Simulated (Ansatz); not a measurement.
Here is an Ansatz input file for C4H10Ge, SMILES CC1[CH2][GeH2][CH2]1. Write the same calculation for the Python package.

```yaml
crystal:
  periodic: [false, false, false]
  atoms:
    - { symbol: C, position_ang: [1.3434, -1.0651, -0.6339] }
    - { symbol: C, position_ang: [0.6131, 0.2527, -0.3609] }
    - { symbol: C, position_ang: [-0.8276, 0.2577, -0.8892] }
    - { symbol: Ge, position_ang: [-1.6403, 0.5241, 0.8492] }
    - { symbol: C, position_ang: [0.2763, 0.4525, 1.1229] }
    - { symbol: H, position_ang: [1.4795, -1.198, -1.7279] }
    - { symbol: H, position_ang: [0.7684, -1.9287, -0.2348] }
    - { symbol: H, position_ang: [2.3438, -1.0454, -0.1525] }
    - { symbol: H, position_ang: [1.1898, 1.1159, -0.7608] }
    - { symbol: H, position_ang: [-1.0223, 1.1212, -1.56] }
    - { symbol: H, position_ang: [-1.1471, -0.7081, -1.3368] }
    - { symbol: H, position_ang: [-2.2247, 1.9477, 1.032] }
    - { symbol: H, position_ang: [-2.3717, -0.7379, 1.3727] }
    - { symbol: H, position_ang: [0.5567, -0.4074, 1.7687] }
    - { symbol: H, position_ang: [0.6627, 1.4186, 1.5113] }
basis:
  gaussian: { orbitals: def2-SVPD }
hamiltonian:
  xc: pbe0
  dispersion: d4
output:
  forces: true
```

On the command line:
```console
$ ansatz run input.yaml --threads 1 --pin off --max-ram 4096MiB --backend cpu --events-out ev --progress --plain --runs-dir out
Engine: ansatz 0.2.0, aarch64-unknown-linux-gnu
Functional definition: PBE0
  parameter a = 0.25
  parameter kappa = 0.804
  parameter beta = 0.06672455060314922
  exchange = (1 - a)*pbe_x(kappa = kappa, mu = beta*pi^2/3) + a*exact_x
  correlation = pbe_c(beta = beta)
1760 factors; their error is unknown
mean field evaluation 1: about -60795.8427 eV, gradient 6.4e1 eV
mean field evaluation 2: about -60781.7754 eV, gradient 9.5e1 eV
mean field evaluation 4: about -60805.9731 eV, gradient 4.4e0 eV
mean field evaluation 8: about -60806.0159 eV, gradient 4.5e-2 eV
mean field evaluation 16: about -60806.1534 eV, gradient 1.9e-5 eV
mean field -60806.15341272 eV, -2234.5849220264 hartree, gradient 1.9e-5 eV, S^2 0.000000; 0 other end points of the search recorded, 0 dependent functions left out
the calculation of the forces begins
reference -60806.15345232 eV, -2234.5849234818 hartree; 33, 33 occupied and 165, 165 virtual orbitals, 1760 factors
Total energy: -60806.43688305 eV, -2234.5953393690 hartree
Atom 0 at     1.343400    -1.065100    -0.633900 Å, force     0.231699     0.390057    -0.166423 eV/Å
Atom 1 at     0.613100     0.252700    -0.360900 Å, force    -0.339896    -0.470469     0.234753 eV/Å
Atom 2 at    -0.827600     0.257700    -0.889200 Å, force    -0.772647     0.067817    -1.952821 eV/Å
Atom 3 at    -1.640300     0.524100     0.849200 Å, force    -0.128258     0.028069     0.067360 eV/Å
Atom 4 at     0.276300     0.452500     1.122900 Å, force     1.212067     0.418891     1.661955 eV/Å
Atom 5 at     1.479500    -1.198000    -1.727900 Å, force    -0.007556    -0.098225     0.359441 eV/Å
Atom 6 at     0.768400    -1.928700    -0.234800 Å, force     0.199374     0.308938    -0.139275 eV/Å
Atom 7 at     2.343800    -1.045400    -0.152500 Å, force    -0.296125    -0.149253    -0.167766 eV/Å
Atom 8 at     1.189800     1.115900    -0.760800 Å, force    -0.127224    -0.417192     0.109881 eV/Å
Atom 9 at    -1.022300     1.121200    -1.560000 Å, force    -0.075426    -0.616986    -0.142460 eV/Å
Atom 10 at    -1.147100    -0.708100    -1.336800 Å, force     0.187041     0.520502    -0.269542 eV/Å
Atom 11 at    -2.224700     1.947700     1.032000 Å, force    -0.268126    -0.393322     0.185190 eV/Å
Atom 12 at    -2.371700    -0.737900     1.372700 Å, force    -0.228750     0.455297     0.081321 eV/Å
Atom 13 at     0.556700    -0.407400     1.768700 Å, force     0.285034     0.536937    -0.091048 eV/Å
Atom 14 at     0.662700     1.418600     1.511300 Å, force     0.128795    -0.581063     0.229433 eV/Å
Dipole moment:     0.020063     0.018269    -0.012766 e Å
```

The script, `energy_c4h10ge.py`:
```python
'''Single point of C4H10Ge in a Gaussian basis.'''

import sys

import ansatz
import numpy as np

c4h10ge = (
    ansatz.Crystal.molecule()
    .atom('C', (1.3434, -1.0651, -0.6339))
    .atom('C', (0.6131, 0.2527, -0.3609))
    .atom('C', (-0.8276, 0.2577, -0.8892))
    .atom('Ge', (-1.6403, 0.5241, 0.8492))
    .atom('C', (0.2763, 0.4525, 1.1229))
    .atom('H', (1.4795, -1.198, -1.7279))
    .atom('H', (0.7684, -1.9287, -0.2348))
    .atom('H', (2.3438, -1.0454, -0.1525))
    .atom('H', (1.1898, 1.1159, -0.7608))
    .atom('H', (-1.0223, 1.1212, -1.56))
    .atom('H', (-1.1471, -0.7081, -1.3368))
    .atom('H', (-2.2247, 1.9477, 1.032))
    .atom('H', (-2.3717, -0.7379, 1.3727))
    .atom('H', (0.5567, -0.4074, 1.7687))
    .atom('H', (0.6627, 1.4186, 1.5113))
)

model = (
    c4h10ge.calculation()
    .basis(gaussian='def2-SVPD')  # atom-centred Gaussian functions
    .functional('pbe0', dispersion='d4')  # exchange and correlation
    .forces()
)
try:
    r = model.run(threads=1).report
except ansatz.AnsatzError as error:
    sys.exit(f'{type(error).__name__}: {error}')

print(f'E = {r["free_energy_ev"]:.6f} eV = {r["free_energy_ev"] / 27.211386246:.7f} Ha')
print('converged:', r['converged'], ' doubts:', r['published_state_doubts'] or 'none')

field = r['mean_field']
print('<S^2> =', round(abs(field['state']['spin_squared']), 4), ' relativity:', field['relativity'])
print('passes:', field['passes'])
if 'symmetry' in field:
    print('occupied orbitals by irrep:', field['symmetry']['occupied'])

symbols = [site.symbol for site in c4h10ge.cartesian_sites]
forces = np.array(r['forces_ev_ang'])
print('largest force', round(float(np.linalg.norm(forces, axis=1).max()), 4), 'eV/A, rms', round(float(np.sqrt((forces ** 2).mean())), 4))

charges = r['charge_distribution']
print('dipole moment', round(4.803205 * float(np.linalg.norm(charges['dipole_moment_e_ang'])), 3), 'D')
print('Mulliken:', [(s, round(q, 3)) for s, q in zip(symbols, charges['mulliken_charges_e'])])
```

```console
$ python energy_c4h10ge.py
E = -60806.436883 eV = -2234.5953394 Ha
converged: True  doubts: none
<S^2> = 0.0  relativity: none
passes: {'evaluations': 15, 'products': 12}
occupied orbitals by irrep: [{'A': 33}, {'A': 33}]
largest force 2.1012 eV/A, rms 0.5207
dipole moment 0.144 D
Mulliken: [('C', 0.413), ('C', -0.888), ('C', 0.058), ('Ge', 0.201), ('C', 0.058), ('H', 0.108), ('H', 0.049), ('H', 0.108), ('H', -0.276), ('H', 0.062), ('H', -0.005), ('H', 0.029), ('H', 0.027), ('H', -0.005), ('H', 0.062)]
```

What to keep in mind:
- Total energies depend on the basis set; only differences at equal settings carry meaning.
- The geometry is a force-field or estimated start, not a minimum of this method, and the basis set is short of its limit.
- Mulliken charges are unreliable in a basis with diffuse functions.
- Wall time of the script: 18 s on 1 thread of Arm Neoverse V1 (shared host), peak memory 0.68 GiB.

(Lines on the test bed's own set-up are left out of the output.)
